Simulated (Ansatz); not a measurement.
# CH₄OSeSi: one species, many methods

How much do the methods differ for CH₄OSeSi? The plan is to run it at one geometry with functionals of several rungs and with coupled cluster, and see how far each lands from CCSD(T) at the basis-set limit for the atomisation energy.

Computed with Ansatz 0.2.0, Gaussian basis. Level: functionals in def2-TZVPP, the program's frozen cores in correlated methods.

Levels to be run: PBE-D4, r2SCAN-D4, PBE0-D4, B3LYP-D4, ωB97X-V, ωB97M-V, B2PLYP; CCSD(T)/def2-TZVPP; MP2/def2-QZVPP; extrapolation to the limit.

### Step 1. The relaxed structure

An earlier PBE0-D4 in a triple-zeta def2 set relaxation fixed the geometry.

SMILES `[SeH]C1O[SiH2]1`, 8 atoms, charge 0, spin multiplicity 1.

Atoms are counted from 1 here; the program's logs count them from 0.

Bond lengths: Se1–C2 1.925 Å, Se1–H5 1.469 Å, C2–O3 1.465 Å, C2–Si4 1.804 Å, C2–H6 1.088 Å, O3–Si4 1.665 Å, Si4–H7 1.479 Å, Si4–H8 1.478 Å. Angles: C2–Se1–H5 96.4°, Se1–C2–O3 117.0°, Se1–C2–Si4 126.3°, Se1–C2–H6 108.4°, O3–C2–Si4 60.2°, O3–C2–H6 112.3°, Si4–C2–H6 122.2°, C2–O3–Si4 70.1°, C2–Si4–O3 49.8°, C2–Si4–H7 123.5°, C2–Si4–H8 120.0°, O3–Si4–H7 117.1°, O3–Si4–H8 117.2°, H7–Si4–H8 113.5°.

### Step 2. PBE-D4 (GGA)

File in.yaml:

```yaml
crystal:
  periodic: [false, false, false]
  atoms:
    - {symbol: Se, position_ang: [-1.679754, 1.403927, 0.190792]}
    - {symbol: C, position_ang: [0.030188, 0.601809, 0.563925]}
    - {symbol: O, position_ang: [1.070613, 0.746961, -0.457718]}
    - {symbol: Si, position_ang: [0.718979, -0.864310, -0.231075]}
    - {symbol: H, position_ang: [-2.146122, 0.367942, -0.740926]}
    - {symbol: H, position_ang: [0.363204, 0.940856, 1.542684]}
    - {symbol: H, position_ang: [1.771526, -1.705270, 0.378043]}
    - {symbol: H, position_ang: [-0.036534, -1.549115, -1.301425]}
basis:
  gaussian: {orbitals: def2-TZVPP}
hamiltonian: {xc: pbe, dispersion: d4}
output: {forces: true, orbitals: {seedname: orbitals}}
```

On the command line:

```console
$ ansatz run in.yaml --threads 4 --pin off --events-out ev --progress --plain --max-ram 10444MiB
```

The runs that follow: r2SCAN-D4 (meta-GGA); PBE0-D4 (hybrid); B3LYP-D4 (hybrid); ωB97X-V (range-separated); ωB97M-V (range-separated); B2PLYP (double hybrid); CCSD(T) in def2-TZVPP; MP2 in def2-QZVPP.

Q: Predict the results of all the runs planned. Wanted: atomisation energy, CCSD(T)/CBS; farthest; mean size of error, hybrid; mean size of error, range-separated; gap, smallest and largest; T1 diagnostic; triples share of the correlation energy.

The runs gave:

| quantity | value |
| --- | --- |
| atomisation energy, CCSD(T)/CBS | 2636.5 kJ/mol |
| functionals within 26.4 kJ/mol (1.0 %) | r2SCAN-D4, PBE0-D4, B3LYP-D4, ωB97X-V, ωB97M-V |
| farthest | PBE-D4 (+53.3 kJ/mol) |
| mean size of error, hybrid | 19.6 kJ/mol |
| mean size of error, range-separated | 7.5 kJ/mol |
| gap, smallest and largest | 3.73 eV (PBE-D4), 9.99 eV (ωB97X-V) |
| T1 diagnostic | 0.0130 |
| triples share of the correlation energy | 4.0 % |

What this shows: PBE-D4 is off by +53.3 kJ/mol. Double hybrids carry the basis error of their MP2 part in triple zeta, and no dispersion term here, so their miss is partly the set-up's. Misses under about 26.4 kJ/mol are within the doubt on the reference itself, which lacks core-valence correlation, relativity and higher excitations, and its outer-core shells are covered unevenly. All levels share the lack of spin-orbit coupling, which lowers the free heavy atoms and so the true binding. Hartree-Fock recovers 67 % of the binding; the rest is correlation. Orbital gaps span 3.7 to 10.0 eV; exact exchange widens them. Correlated methods include outer-core shells of Se, which these sets cover unevenly.
